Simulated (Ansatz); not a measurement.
# GaH4 (doublet): the correlation ladder, aug-cc-pVDZ

How much of the correlation energy of GaH4 (doublet) does each wave-function method recover here?

Method: aug-cc-pVDZ, core rule «outside noble gas», up to 14 orbitals frozen; program: Ansatz 0.2.0, Gaussian basis.

The runs, in order: UHF; CCSD(T) on ROHF; CCSD(T) on UHF; BCCD(T) on ROHF; CISD as a restricted active space (open shells left free, so some higher excitations enter); CCSDT(Q) on ROHF; CCSDT(Q) on UHF.

11 further runs of the same task are left out: 8 for a known fault of the program, 3 set aside as unsound or not needed. Runs told in other sessions of the task aren't counted.

## Step 1: What is computed

The geometry is a PBE0/def2-TZVP stationary point (not a proven minimum) of the parent state, kept for this charge and spin. No spin-orbit coupling is included. The filled d shell of Ga may be among the frozen orbitals whatever the setting's name suggests.

5 atoms, charge 0, spin multiplicity 2.

Atoms are counted from 1 here; the program's logs count them from 0.

Bond lengths: Ga1–H2 1.527 Å, Ga1–H4 1.527 Å, H3–H5 0.765 Å. Angles: H2–Ga1–H4 169.3°.

## Step 2: UHF

Input file in.yaml:

```yaml
crystal:
  periodic: [false, false, false]
  atoms:
    - {symbol: Ga, position_ang: [0.000000, 0.000000, -0.055194]}
    - {symbol: H, position_ang: [0.000000, 1.520673, -0.197915]}
    - {symbol: H, position_ang: [0.000000, 0.382522, 2.106890]}
    - {symbol: H, position_ang: [0.000000, -1.520673, -0.197915]}
    - {symbol: H, position_ang: [0.000000, -0.382522, 2.106890]}
basis:
  gaussian: {orbitals: aug-cc-pVDZ}
magnetization: {spin_polarized: true, initial_magnetization: 1}
hamiltonian: {xc: hf}
output: {orbitals: {seedname: orbitals}}
```

Run with:

```bash
$ ansatz run in.yaml --threads 1 --pin off --events-out ev --progress --plain --max-ram 3328MiB --backend cpu
```

After this run come: CCSD(T) on ROHF; CCSD(T) on UHF; BCCD(T) on ROHF; CISD as a restricted active space (open shells left free, so some higher excitations enter); CCSDT(Q) on ROHF; CCSDT(Q) on UHF.

**Question.** What will the summary of the whole plan be? Wanted: UCCSDT(Q) from the RHF energy; RMP2 from UCCSDT(Q); UMP2 from UCCSDT(Q); RCCSD from UCCSDT(Q); RCCSD(T) from UCCSDT(Q); UCCSD(T) from UCCSDT(Q); RCCSDT(Q) from UCCSDT(Q); T1 diagnostic.

As calculated:

```
                         quantity                                                   value
    UCCSDT(Q) from the ROHF energy                                              -3.4348 eV
              RMP2 from UCCSDT(Q)                                              +843.2 meV
              UMP2 from UCCSDT(Q)                                              +841.6 meV
             RCCSD from UCCSDT(Q)                                               +76.0 meV
          RCCSD(T) from UCCSDT(Q)                                               +21.5 meV
          UCCSD(T) from UCCSDT(Q)                                               +17.6 meV
         RCCSDT(Q) from UCCSDT(Q)                                                +3.9 meV
levels within 1 kcal/mol (43 meV)  RCCSD(T), UCCSD(T), BCCD(T), RCCSDT, UCCSDT, RCCSDT(Q)
                    T1 diagnostic                                                   0.018
```

What this shows: RCCSD(T) misses by +21.5 meV, 0.6 % of the correlation energy. These misses are within one basis, not against nature; the frozen cores of restricted and unrestricted runs differ, which can shift their rows.
